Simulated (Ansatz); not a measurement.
**CH5PSSi: basis-set convergence**

How large a basis does CH5PSSi need? Two functionals are run in growing sets.

Method: one geometry, several basis sets; program: Ansatz 0.2.0, Gaussian basis.

The runs, in order: PBE0-D4/def2-SVP; ωB97M-V/def2-SVP; PBE0-D4/def2-QZVPP; ωB97M-V/def2-QZVPP; the functionals' def2-TZVPP values are taken from earlier runs.

### Step 1. The relaxed structure

The geometry comes from an earlier relaxation with PBE0-D4 in a triple-zeta def2 set; it is a stationary point, not always the lowest conformer.

SMILES `P[SiH]1CS1`, 9 atoms, charge 0, spin multiplicity 1.

Atoms are counted from 1 here; the program's logs count them from 0.

Bond lengths: P1–Si2 2.238 Å, P1–H5 1.421 Å, P1–H6 1.420 Å, Si2–C3 1.841 Å, Si2–S4 2.090 Å, Si2–H7 1.482 Å, C3–S4 1.864 Å, C3–H8 1.086 Å, C3–H9 1.086 Å. Angles: Si2–P1–H5 93.2°, Si2–P1–H6 92.5°, H5–P1–H6 93.7°, P1–Si2–C3 119.6°, P1–Si2–S4 123.3°, P1–Si2–H7 111.8°, C3–Si2–S4 56.2°, C3–Si2–H7 118.0°, S4–Si2–H7 117.6°, Si2–C3–S4 68.7°, Si2–C3–H8 119.9°, Si2–C3–H9 120.2°, S4–C3–H8 113.0°, S4–C3–H9 113.2°, H8–C3–H9 113.3°, Si2–S4–C3 55.1°.

### Step 2. PBE0-D4 in def2-SVP

File in.yaml:

```yaml
crystal:
  periodic: [false, false, false]
  atoms:
    - {symbol: P, position_ang: [-1.696334, 1.103291, 0.538196]}
    - {symbol: Si, position_ang: [-0.209219, -0.553835, 0.313838]}
    - {symbol: C, position_ang: [1.553523, -0.151496, -0.030862]}
    - {symbol: S, position_ang: [0.753686, -0.996510, -1.487423]}
    - {symbol: H, position_ang: [-2.731791, 0.368264, -0.099843]}
    - {symbol: H, position_ang: [-1.273370, 1.729693, -0.663462]}
    - {symbol: H, position_ang: [-0.498536, -1.680452, 1.231412]}
    - {symbol: H, position_ang: [1.843918, 0.873738, -0.241107]}
    - {symbol: H, position_ang: [2.346422, -0.738994, 0.421951]}
basis:
  gaussian: {orbitals: def2-SVP}
hamiltonian: {xc: pbe0, dispersion: d4}
output: {orbitals: {seedname: orbitals}}
```

Started as:

```console
ansatz run in.yaml --threads 2 --pin off --events-out ev --progress --plain --max-ram 4352MiB
```

Log:

```text
Functional definition: PBE0
  name "PBE0"
  cite "Adamo & Barone, J. Chem. Phys. 110, 6158 (1999) doi:10.1063/1.478522"
  cite "Perdew, Burke & Ernzerhof, Phys. Rev. Lett. 77, 3865 (1996) doi:10.1103/PhysRevLett.77.3865"
  parent pbe
  parameter a = 0.25
  parameter kappa = 0.804
  parameter beta = 0.06672455060314922
  exchange = (1 - a)*pbe_x(kappa = kappa, mu = beta*pi^2/3) + a*exact_x
  correlation = pbe_c(beta = beta)
891 factors; integrals over basis functions are off by at most 1.1e-3 eV
mean field evaluation 1: about -29095.3476 eV, gradient 3.7e1 eV
mean field evaluation 2: about -29092.0607 eV, gradient 4.8e1 eV
mean field evaluation 4: about -29098.7241 eV, gradient 1.4e0 eV
mean field evaluation 8: about -29098.8125 eV, gradient 4.4e-2 eV
mean field evaluation 16: about -29098.8125 eV, gradient 2.6e-5 eV
mean field -29098.81254890 eV, -1069.3616372884 hartree, gradient 2.6e-5 eV, S^2 0.000000; 0 other end points of the search recorded, 0 dependent functions left out
reference -29098.81257263 eV, -1069.3616381605 hartree; 28, 28 occupied and 65, 65 virtual orbitals, 891 factors
Total energy: -29099.02685974 eV, -1069.3695130665 hartree
```

It took 1.9 s on 2 threads of Arm Neoverse V1, shared host.

### Step 3. ωB97M-V in def2-SVP

Changes to in.yaml since step 2:

```diff
@@ -14,3 +14,3 @@
   gaussian: {orbitals: def2-SVP}
-hamiltonian: {xc: pbe0, dispersion: d4}
+hamiltonian: {xc: {name: wB97M-V}}
 output: {orbitals: {seedname: orbitals}}
```

Launched as before.

Log, cut to the lines that bear on the results:

```text
Functional definition: wB97M-V
  name "wB97M-V"
  cite "Mardirossian & Head-Gordon, J. Chem. Phys. 144, 214110 (2016) doi:10.1063/1.4952647"
  cite "Becke, J. Chem. Phys. 107, 8554 (1997) doi:10.1063/1.475007"
  cite "Vydrov & Van Voorhis, J. Chem. Phys. 133, 244103 (2010) doi:10.1063/1.3521275"
  # Of w^i u^j: cxij and so on, Table III.
[...]
  gx(w, u) = 1 - cx + cx01*u + cx10*w
  gss(w, u) = css00 + css04*u^4 + css10*w + css20*w^2 + css43*w^4*u^3
  gos(w, u) = cos00 + cos10*w + (cos20 + cos21*u)*w^2 + (cos60 + cos61*u)*w^6
[...]
      + integral(e_c_pw_mod_opposite_spin*gos(b97_w_opposite, b97_u_opposite)) + vv10(b, c)
891 factors; integrals over basis functions are off by at most 1.1e-3 eV
316 factors; integrals over basis functions are off by at most 7.5e-6 eV
[...]
mean field -29108.18971540 eV, -1069.7062418012 hartree, gradient 2.6e-5 eV, S^2 0.000000; 0 other end points of the search recorded, 0 dependent functions left out
reference -29108.18975534 eV, -1069.7062432691 hartree; 28, 28 occupied and 65, 65 virtual orbitals, 891 factors
Total energy: -29108.18975534 eV, -1069.7062432691 hartree
```

Wall time 9 s (2 threads of Arm Neoverse V1, shared host).

### Step 4. PBE0-D4 in def2-QZVPP

Changes to in.yaml since step 3:

```diff
@@ -13,4 +13,4 @@
 basis:
-  gaussian: {orbitals: def2-SVP}
-hamiltonian: {xc: {name: wB97M-V}}
+  gaussian: {orbitals: "def2-QZVPP.json"}
+hamiltonian: {xc: pbe0, dispersion: d4}
 output: {orbitals: {seedname: orbitals}}
```

Same command.

Log:

```text
Functional definition: PBE0
  name "PBE0"
  cite "Adamo & Barone, J. Chem. Phys. 110, 6158 (1999) doi:10.1063/1.478522"
  cite "Perdew, Burke & Ernzerhof, Phys. Rev. Lett. 77, 3865 (1996) doi:10.1103/PhysRevLett.77.3865"
  parent pbe
  parameter a = 0.25
  parameter kappa = 0.804
  parameter beta = 0.06672455060314922
  exchange = (1 - a)*pbe_x(kappa = kappa, mu = beta*pi^2/3) + a*exact_x
  correlation = pbe_c(beta = beta)
1616 factors; their error is unknown
mean field evaluation 1: about -29104.8237 eV, gradient 5.0e1 eV
mean field evaluation 2: about -29097.3599 eV, gradient 7.0e1 eV
mean field evaluation 4: about -29110.7736 eV, gradient 3.0e0 eV
mean field evaluation 8: about -29110.7926 eV, gradient 4.9e-2 eV
mean field evaluation 16: about -29110.8249 eV, gradient 5.2e-5 eV
mean field -29110.82490300 eV, -1069.8030831595 hartree, gradient 5.2e-5 eV, S^2 0.000000; 0 other end points of the search recorded, 0 dependent functions left out
reference -29110.82494034 eV, -1069.8030845316 hartree; 28, 28 occupied and 389, 389 virtual orbitals, 1616 factors
Total energy: -29111.03922745 eV, -1069.8109594377 hartree
```

Run time: 17 s. Hardware: 2 threads of Arm Neoverse V1, shared host; peak memory 1.3 GiB.

### Step 5. ωB97M-V in def2-QZVPP

Changes to in.yaml since step 4:

```diff
@@ -14,3 +14,3 @@
   gaussian: {orbitals: "def2-QZVPP.json"}
-hamiltonian: {xc: pbe0, dispersion: d4}
+hamiltonian: {xc: {name: wB97M-V}}
 output: {orbitals: {seedname: orbitals}}
```

The command is unchanged.

Log, cut to the lines that bear on the results:

```text
Functional definition: wB97M-V
  name "wB97M-V"
  cite "Mardirossian & Head-Gordon, J. Chem. Phys. 144, 214110 (2016) doi:10.1063/1.4952647"
  cite "Becke, J. Chem. Phys. 107, 8554 (1997) doi:10.1063/1.475007"
  cite "Vydrov & Van Voorhis, J. Chem. Phys. 133, 244103 (2010) doi:10.1063/1.3521275"
  # Of w^i u^j: cxij and so on, Table III.
[...]
  gx(w, u) = 1 - cx + cx01*u + cx10*w
  gss(w, u) = css00 + css04*u^4 + css10*w + css20*w^2 + css43*w^4*u^3
  gos(w, u) = cos00 + cos10*w + (cos20 + cos21*u)*w^2 + (cos60 + cos61*u)*w^6
[...]
      + integral(e_c_pw_mod_opposite_spin*gos(b97_w_opposite, b97_u_opposite)) + vv10(b, c)
1536 factors; their error is unknown
350 factors; integrals over basis functions are off by at most 7.8e-6 eV
[...]
mean field -29120.20037157 eV, -1070.1476252746 hartree, gradient 6.5e-5 eV, S^2 0.000000; 0 other end points of the search recorded, 0 dependent functions left out
reference -29120.20043129 eV, -1070.1476274690 hartree; 28, 28 occupied and 389, 389 virtual orbitals, 1536 factors
Total energy: -29120.20043129 eV, -1070.1476274690 hartree
```

Run time: 39 s. Hardware: 2 threads of Arm Neoverse V1, shared host; peak memory 1.6 GiB.

### Step 6. Functionals by basis

The def2-TZVPP values come from earlier runs at the same geometry.

```csv
functional,basis,functions,energy (eV),from the largest (eV),HOMO (eV),LUMO (eV)
PBE0-D4,def2-SVP,93,-29099.0269,12.012,-6.81,-0.30
PBE0-D4,def2-TZVPP,227,-29110.0960,0.943,-6.86,-0.56
PBE0-D4,def2-QZVPP,417,-29111.0392,0.000,-6.89,-0.64
ωB97M-V,def2-SVP,93,-29108.1898,12.011,-8.88,1.67
ωB97M-V,def2-TZVPP,227,-29119.3069,0.894,-8.97,1.28
ωB97M-V,def2-QZVPP,417,-29120.2004,0.000,-9.00,1.07
```

### Step 7. Outcome

| quantity | value |
| --- | --- |
| PBE0-D4: double and triple zeta above quadruple | 12.01, 0.94 eV |
| ωB97M-V: double and triple zeta above quadruple | 12.01, 0.89 eV |

In words: For PBE0-D4 the step from double to triple zeta gains 11.07 eV and the next only 0.94 eV. Total energies overstate the basis error of differences, where much of it tends to cancel. The LUMO of ωB97M-V is positive and keeps falling with the basis (1.67 to 1.07 eV): an unbound level that the basis holds in place.

For PBE0-D4 the largest set took about 9 times as long as the smallest (17 s against 1.9 s).
